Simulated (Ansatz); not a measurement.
**ClGeH5O2: a barrier at many levels of theory**

Aim: the barrier and energy of one elementary step (Ge1–O7 formed, Cl2–H6 formed, Ge1–Cl2 broken, H6–O7 broken) from LDA up to coupled cluster, on fixed structures, to see where each rung fails.

The runs use Ansatz 0.2.0, Gaussian basis; single points in def2-TZVPP on PBE0-D4/def2-TZVP structures.

Levels: SPW92, PBE-D4, BLYP-D4, r2SCAN-D4, B97M-V, PBE0-D4, B3LYP-D4, r2SCAN0-D4, BHLYP-D4, CAM-B3LYP-D4, wB97X-V, wB97M-V, B2PLYP, PBE-QIDH, RPA on PBE, Hartree-Fock, MP2, CCSD, CCSD(T). The reference is CCSD(T) at the basis limit, from triple and quadruple zeta. Zero-point energies come from PBE0-D4 vibrations.

Cores are frozen in the correlated methods. Filled d shells of the heavier atoms are correlated. B3LYP uses VWN-RPA correlation. B2PLYP carries no dispersion term here.

22 further runs of the same task are left out: 22 set aside as unsound or not needed.

## Step 1: The three structures

Charge 0, multiplicity 1. The folders r, ts and p hold the start, the saddle and the end; their coordinates stand in the first inputs.

```csv
pair,r (Å),ts (Å),p (Å)
Ge1–O7,3.757,2.034,1.826
Cl2–H6,2.357,1.811,1.307
Ge1–Cl2,2.177,2.630,4.140
H6–O7,0.972,1.038,1.773
```

## Step 2: wB97M-V/def2-TZVPP

r/in.yaml

```yaml
crystal:
  periodic: [false, false, false]
  atoms:
    - {symbol: Ge, position_ang: [-0.526861, 1.022379, -1.027466]}
    - {symbol: Cl, position_ang: [0.659439, -0.677709, -1.693680]}
    - {symbol: H, position_ang: [-1.862342, 0.468357, -0.532992]}
    - {symbol: H, position_ang: [0.283301, 1.736868, 0.050900]}
    - {symbol: H, position_ang: [-0.703661, 1.883440, -2.284512]}
    - {symbol: H, position_ang: [1.377693, -1.136680, 0.503701]}
    - {symbol: O, position_ang: [1.302028, -1.104555, 1.471843]}
    - {symbol: O, position_ang: [-0.049917, -0.685252, 1.622632]}
    - {symbol: H, position_ang: [-0.479680, -1.507047, 1.889473]}
basis:
  gaussian: {orbitals: def2-TZVPP}
hamiltonian: {xc: {name: wB97M-V}}
```

ts/in.yaml

```yaml
crystal:
  periodic: [false, false, false]
  atoms:
    - {symbol: Ge, position_ang: [-0.396385, 0.875132, -0.565358]}
    - {symbol: Cl, position_ang: [0.394431, -1.167666, -2.020972]}
    - {symbol: H, position_ang: [-1.796985, 0.422621, -0.962870]}
    - {symbol: H, position_ang: [-0.499475, 1.655526, 0.771240]}
    - {symbol: H, position_ang: [0.448990, 1.700428, -1.529972]}
    - {symbol: H, position_ang: [0.615600, -1.246296, -0.225515]}
    - {symbol: O, position_ang: [0.634445, -0.512194, 0.507760]}
    - {symbol: O, position_ang: [-0.039693, -0.945680, 1.678480]}
    - {symbol: H, position_ang: [0.639072, -0.782070, 2.347107]}
basis:
  gaussian: {orbitals: def2-TZVPP}
hamiltonian: {xc: {name: wB97M-V}}
```

p/in.yaml

```yaml
crystal:
  periodic: [false, false, false]
  atoms:
    - {symbol: Ge, position_ang: [-0.495791, 1.184806, -0.154033]}
    - {symbol: Cl, position_ang: [0.950279, -2.256464, -1.945094]}
    - {symbol: H, position_ang: [-1.877816, 0.644033, -0.525134]}
    - {symbol: H, position_ang: [-0.538197, 2.133335, 1.048847]}
    - {symbol: H, position_ang: [0.283154, 1.747447, -1.345336]}
    - {symbol: H, position_ang: [0.803341, -1.460721, -0.918463]}
    - {symbol: O, position_ang: [0.540810, -0.236737, 0.336603]}
    - {symbol: O, position_ang: [-0.172761, -0.872066, 1.408427]}
    - {symbol: H, position_ang: [0.506983, -0.883833, 2.094084]}
basis:
  gaussian: {orbitals: def2-TZVPP}
hamiltonian: {xc: {name: wB97M-V}}
```

The command line of these runs was not kept.

After this run come: CCSD(T)/def2-TZVPP; MP2/def2-QZVPP; Vibrations of the start structure; Vibrations of the end structure.

What does the calculation give? Wanted: barrier, CCSD(T)/CBS; reverse barrier, CCSD(T)/CBS; step energy, CCSD(T)/CBS; barrier with zero-point energy; step energy with zero-point energy; imaginary mode at the saddle; largest T1 diagnostic.

**Answer**, as computed:

| quantity | value |
| --- | --- |
| barrier, CCSD(T)/CBS | 120.1 kJ/mol |
| reverse barrier, CCSD(T)/CBS | 74.5 kJ/mol |
| step energy, CCSD(T)/CBS | +45.6 kJ/mol |
| barrier with zero-point energy | 116.5 kJ/mol |
| step energy with zero-point energy | +36.1 kJ/mol |
| imaginary mode at the saddle | 166i cm⁻¹ |
| largest T1 diagnostic | 0.013 |

**Reading.** Among the functionals wB97X-V lands nearest to CCSD(T)/CBS (-1.9 kJ/mol) and SPW92 farthest (-49.9 kJ/mol). Mean unsigned error by rung: LDA 49.9, GGA 23.9, meta-GGA 14.0, hybrid 8.6, range-separated hybrid 4.4, double hybrid 3.9 kJ/mol. PBE-D4 gives a barrier 26.9 kJ/mol too low, outside chemical accuracy (1 kcal/mol, 4.2 kJ/mol). Every functional without exact exchange puts the barrier too low, the usual mark of self-interaction error, which favours the spread-out density of a saddle. The barrier rises with the share of exact exchange, from BLYP-D4 through B3LYP-D4 to BHLYP-D4 (-21.0, -9.3, +4.9 kJ/mol). Hartree-Fock, with no correlation, is off by +34.5 kJ/mol. Zero-point motion lowers the barrier by 3.6 kJ/mol.
